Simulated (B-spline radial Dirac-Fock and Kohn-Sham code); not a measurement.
# Kr¹³⁺: core levels and X-ray properties

What does theory give for krypton as Kr¹³⁺? The session works out its X-ray form factor and Compton profile and the binding energy of each subshell.

Program: B-spline radial Dirac-Fock and Kohn-Sham code, version 2. Model: a free atom or ion on a radial basis; each step names its model. All values are calculated, but those marked as tabulated.

## 1. The atom as given

Krypton as Kr¹³⁺, 1s2 2s2 2p6 3s2 3p6 3d5.

```
nuclear charge     : 36
electrons          : 23
mass number        : 84
nuclear rms radius : 4.1884 fm
```

## 2. Form factor and Compton profile

Model: Dirac-Fock average of configuration, finite nucleus; form factor of the spherical density, Waller-Hartree incoherent function, impulse-approximation Compton profiles.

Recorded inputs:

```ini
task = scatter
Z = 36
charge = 13
configuration = 1s2 2s2 2p6 3s2 3p6 3d5
mass_number = 84
rms_radius = 4.1884  # fm
s = [0.0, 0.05, 0.06, 0.07, 0.09, 0.12, 0.14, 0.18, 0.22, 0.28, 0.34, 0.43, 0.53, 0.66, 0.82, 1.02, 1.27, 1.58, 1.96, 2.44, 3.04, 3.77, 4.69]  # 1/A
pz = [0, 0.1, 0.15, 0.21, 0.31, 0.46, 0.68, 0.99, 1.5, 2.1, 3.1, 4.6, 6.7, 9.8, 14.0, 21.0, 31.0, 45.0, 67.0, 98.0, 140.0]  # a.u.
photon_energy = [2000, 8047.8, 10000, 20000, 30000, 50000, 100000, 1000000]  # eV
```

## 3. Hole states by ΔSCF

Model: Dirac-Fock average of configuration, Delta-SCF, finite nucleus, first-order Breit with its frequency dependence, self-energy and vacuum polarisation.

The run's settings:

```ini
task = binding
```

**Question.** What will these runs give? Wanted: rms radius of the electron cloud; form factor halves at; Compton profile at zero; deepest level listed, K; least bound, M4,5; Kα1.

As calculated:

```
                             quantity         value
     rms radius of the electron cloud    0.411 bohr
                form factor halves at      0.85 1/Å
              Compton profile at zero  2.053 1/a.u.
         deepest level listed, K (1s)    14723.1 eV
               least bound, M4,5 (3d)      440.9 eV
                                  Kα1    12649.0 eV
ionisation energy, NIST (theoretical)    446.000 eV
```

f falls from 23 to half of that at s = 0.85 1/Å. Incoherent scattering outweighs coherent from 100 keV on, among the energies asked. The K (1s) level lies 38.4 eV under Koopmans' value by relaxation alone; Breit gives -22.28 and QED -10.81 eV. NIST's ionisation energy differs by +5.11 eV from the least binding energy; the calculation averages open shells over their j components and terms. The Hartree-Fock and Dirac-Fock values hold no electron correlation.
